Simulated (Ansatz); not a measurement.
# H3MgPt: the cost of one run

Method: the levels named in each step, in Ansatz 0.2.0.

## (1) The system as given

Bond lengths: Mg1–Pt2 2.461 Å, Pt2–H3 1.523 Å, Pt2–H4 1.565 Å, Pt2–H5 1.580 Å. Angles: Mg1–Pt2–H3 168.1°, Mg1–Pt2–H4 80.7°, Mg1–Pt2–H5 82.9°, H3–Pt2–H4 87.4°, H3–Pt2–H5 109.0°, H4–Pt2–H5 163.6°.

Structure file:

```xyz
5

Mg    2.1207   -0.0724   -0.5692
Pt   -0.2550    0.0102    0.0684
H    -1.7026   -0.2540    0.4627
H    -0.0536   -1.5418    0.0401
H    -0.0228    1.5701   -0.0200
```

## (2) A rough first relaxation, PBE-D4/def2-SVPD

File input.yaml:

```yaml
crystal:
  periodic: [false, false, false]
  atoms:
    - { symbol: Mg, position_ang: [2.12071, -0.07236, -0.56923] }
    - { symbol: Pt, position_ang: [-0.25502, 0.01018, 0.06843] }
    - { symbol: H, position_ang: [-1.70255, -0.25405, 0.46267] }
    - { symbol: H, position_ang: [-0.05362, -1.54184, 0.04008] }
    - { symbol: H, position_ang: [-0.02281, 1.5701, -0.02001] }
magnetization:
  spin_polarized: true
  initial_magnetization: 2
total_charge: -1
basis:
  gaussian: { orbitals: def2-SVPD }
hamiltonian:
  xc: pbe
  dispersion: d4
relax:
  f_tol: 0.03
  max_steps: 200
```

On the command line:

```sh
ansatz run input.yaml --threads 4 --pin off --max-ram 10240MiB --backend cpu --events-out ev --progress --plain --runs-dir out
```

**Question.** How long does this run take on 4 threads of Intel Xeon at 2.50GHz (Skylake/Cascade Lake), shared host, and how much memory does it need?

About 55 s, with a peak of 0.22 GiB.
